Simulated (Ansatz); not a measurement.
Crystal: Ta3N.

```xyz
4
Lattice="3.0322 0.0000 0.0000 -1.5161 2.6260 0.0000 0.0000 0.0000 7.5241" Properties=species:S:1:pos:R:3 pbc="T T T"
Ta    1.5161    0.8753    6.2155
Ta    0.0000    1.7507    1.3087
Ta    0.0000    0.0000    3.7621
N     0.0000    0.0000    0.0000
```

The cell comes from a database or a generator and needn't be the stable form of this composition.

- Program: Ansatz 0.2.0
- Task: relaxation of cell and atoms
- Functional: PBE0
- Potentials or basis: Ansatz PAW
- Cutoff: 420 eV (not typed: the program's choice for these potentials)
- k mesh: 6 × 6 × 2
- Occupations: fermi-dirac, width 0.05 eV
- Spin: no spin polarisation

At the start: volume 14.98 Å³/atom.

Problem. How do energy, volume and symmetry change on relaxing?

Solution. It ends after 7 steps and the volume is 14.76 Å³/atom (-1.4 %); space group P-3m1 (No. 164, to 0.05 Å).

Step by step:
| step | energy change (eV) | largest force (eV/Å) | volume (Å³) |
| --- | --- | --- | --- |
| 1 | 0.0000 | 0.5252 | 59.91 |
| 2 | -0.0233 | 0.1950 | 59.01 |
| 3 | -0.0270 | 0.0807 | 59.07 |
| 4 | -0.0274 | 0.0002 | 59.06 |
| 5 | -0.0264 | 0.0003 | 59.06 |
| 6 | -0.0264 | 0.0002 | 59.05 |
| 7 | -0.0264 | 0.0001 | 59.05 |

Final structure:
```
Ta N
1.0
     3.00647    0.00000    0.00000
    -1.50324    2.60368    0.00000
     0.00000    0.00000    7.54390
Ta N
3 1
Direct
  0.66667 0.33333 0.82799
  0.33333 0.66667 0.17201
  0.00000 0.00000 0.50000
  0.00000 0.00000 0.00000
```

Caveat: the k mesh is coarse (spacing up to 0.42 Å⁻¹), so the values aren't converged, least of all with exact exchange; the plane-wave basis is chosen anew once the cell has moved, so the energies of steps on either side of that aren't comparable; the PAW data sets come from PBE, with cores solved anew for the run's functional, which leaves a small shift of forces and pressure.
